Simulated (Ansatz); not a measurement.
# SiH2S (SMILES [SiH]S) at RPA@PBE/STO-3G

Aim: the electronic atomisation energy of SiH2S at RPA@PBE/STO-3G, from 4 runs. 

Program for the calculation: Ansatz 0.2.0.

46 further runs of the same task are left out: 46 set aside as unsound or not needed.

### 1 Starting point

SiH2S has 4 atoms, charge 0, and is taken as a singlet. SMILES: `[SiH]S`. The coordinates come from a PBE0-D4/def2-TZVP relaxation.

Bond lengths: Si1–S2 2.115 Å, Si1–H3 1.525 Å, S2–H4 1.346 Å. Angles: Si1–S2–H4 97.5°, S2–Si1–H3 89.3°.

### 2 A single-point energy at RPA@PBE/STO-3G

in.yaml

```yaml
crystal:
  periodic: [false, false, false]
  atoms:
    - symbol: Si
      position_ang: [-0.262800, -1.074400, 0.161100]
    - symbol: S
      position_ang: [0.190500, 0.958800, -0.206600]
    - symbol: H
      position_ang: [1.017500, -1.190800, 0.981400]
    - symbol: H
      position_ang: [-0.889700, 1.246000, -0.956200]
basis:
  gaussian:
    orbitals: STO-3G
hamiltonian:
  xc: {name: PBE}
correlation:
  method: rpa
  frozen_orbitals: {H: 0, S: 5, Si: 5}
accuracy: high
```

Started as:

```console
$ ansatz run in.yaml --threads 1 --pin off --max-ram 2610MiB --events-out events.jsonl --progress --plain --runs-dir runs
```

The log of the run:

```text
Warning: RAYON_NUM_THREADS=1 ignored (pool sized by the plan → 1); use --threads N
Functional definition: PBE
  name "PBE"
  parameter kappa = 0.804
  parameter beta = 0.06672455060314922
  exchange = pbe_x(kappa = kappa, mu = beta*pi^2/3)
  correlation = pbe_c(beta = beta)
345 factors; integrals over basis functions are off by at most 1.3e-8 eV
mean field evaluation 1: about -18522.6563 eV, gradient 1.2e1 eV
mean field evaluation 2: about -18522.6304 eV, gradient 1.2e1 eV
mean field evaluation 4: about -18523.0637 eV, gradient 5.4e0 eV
mean field evaluation 8: about -18523.2252 eV, gradient 1.9e-2 eV
mean field evaluation 16: about -18523.2252 eV, gradient 2.7e-7 eV
mean field -18523.22517402 eV, -680.7159696523 hartree, gradient 2.4e-8 eV, S^2 0.000000; 0 other end points of the search recorded, 0 dependent functions left out
10 core orbitals not correlated: weight in the atoms' cores, before any rotation towards them, 1.000 or more for the frozen orbitals, at most 0.000 for the correlated occupied ones
reference -18500.29996694 eV, -679.8734838313 hartree; 6, 6 occupied and 4, 4 virtual orbitals, 345 factors
Total energy: -18504.49621162 eV, -680.0276929790 hartree
```

It took 1.1 s on 1 thread of AMD EPYC 7R43 (Zen 3), shared host; peak memory 0.11 GiB.

### 3 The H atom at the same level

run.yaml

```yaml
crystal:
  periodic: [false, false, false]
  atoms:
    - {symbol: H, position_ang: [0.000000, 0.000000, 0.000000]}
basis:
  gaussian: {orbitals: STO-3G}
magnetization: {spin_polarized: true, initial_magnetization: 1}
hamiltonian: {xc: {name: PBE}}
correlation: {method: rpa, frozen_orbitals: {H: 0}}
accuracy: high
```

Started as:

```console
$ ansatz run run.yaml --threads 1 --pin off --max-ram 2610MiB --events-out events.jsonl --progress --plain --runs-dir runs
```

The log of the run:

```text
Warning: RAYON_NUM_THREADS=1 ignored (pool sized by the plan → 1); use --threads N
[... 6 set-up lines as earlier in the session ...]
1 factors; integrals over basis functions are off by at most 4.6e-10 eV
mean field evaluation 1: about -12.6363 eV, gradient 0.0e0 eV
mean field evaluation 2: about -12.6363 eV, gradient 0.0e0 eV
mean field -12.63630448 eV, -0.4643756244 hartree, gradient 0.0e0 eV, S^2 0.750000; 0 other end points of the search recorded, 0 dependent functions left out
reference -12.69633895 eV, -0.4665818504 hartree; 1, 0 occupied and 0, 1 virtual orbitals, 1 factors
Total energy: -12.69633895 eV, -0.4665818504 hartree
```

It took 0.12 s on 1 thread of AMD EPYC 7R43 (Zen 3), shared host.

### 4 The S atom, same level

run.yaml

```yaml
crystal:
  periodic: [false, false, false]
  atoms:
    - {symbol: S, position_ang: [0.000000, 0.000000, 0.000000]}
basis:
  gaussian:
    orbitals: STO-3G
hamiltonian:
  xc: pbe
magnetization:
  spin_polarized: true
  initial_magnetization: 2
correlation:
  method: rpa
  frozen_orbitals: {S: 5}
accuracy: high
```

Run the same way, it converges to -393.15871 Eh (log not shown).

### 5 The Si atom

in.yaml

```yaml
crystal:
  periodic: [false, false, false]
  atoms:
    - {symbol: Si, position_ang: [0.000000, 0.000000, 0.000000]}
basis:
  gaussian:
    orbitals: STO-3G
magnetization:
  spin_polarized: true
  initial_magnetization: 2
hamiltonian:
  xc: pbe
correlation:
  method: rpa
  frozen_orbitals: {Si: 5}
accuracy: high
```

Run the same way, it converges to -285.51519 Eh (log not shown).

### 6 Outcome

Level: RPA@PBE/STO-3G, 10 core orbitals frozen.

```
                                  quantity          value
                    molecule: total energy  -680.02769 Eh
molecule: RPA correlation energy (valence)     -154.2 mEh
                      H atom: total energy    -0.46658 Eh
            H atom: RPA correlation energy        0.0 mEh
 H atom: ⟨S²⟩ of the reference determinant          0.750
                      S atom: total energy  -393.15871 Eh
  S atom: RPA correlation energy (valence)      -29.2 mEh
 S atom: ⟨S²⟩ of the reference determinant          2.000
                     Si atom: total energy  -285.51519 Eh
 Si atom: RPA correlation energy (valence)      -51.1 mEh
Si atom: ⟨S²⟩ of the reference determinant          2.000
             electronic atomisation energy      11.446 eV
```

In words: Taking the molecule apart into free atoms costs 11.45 eV (1104 kJ/mol), before zero-point energy and without spin-orbit coupling. In a minimal basis such a difference can be off by several eV, whatever the method.
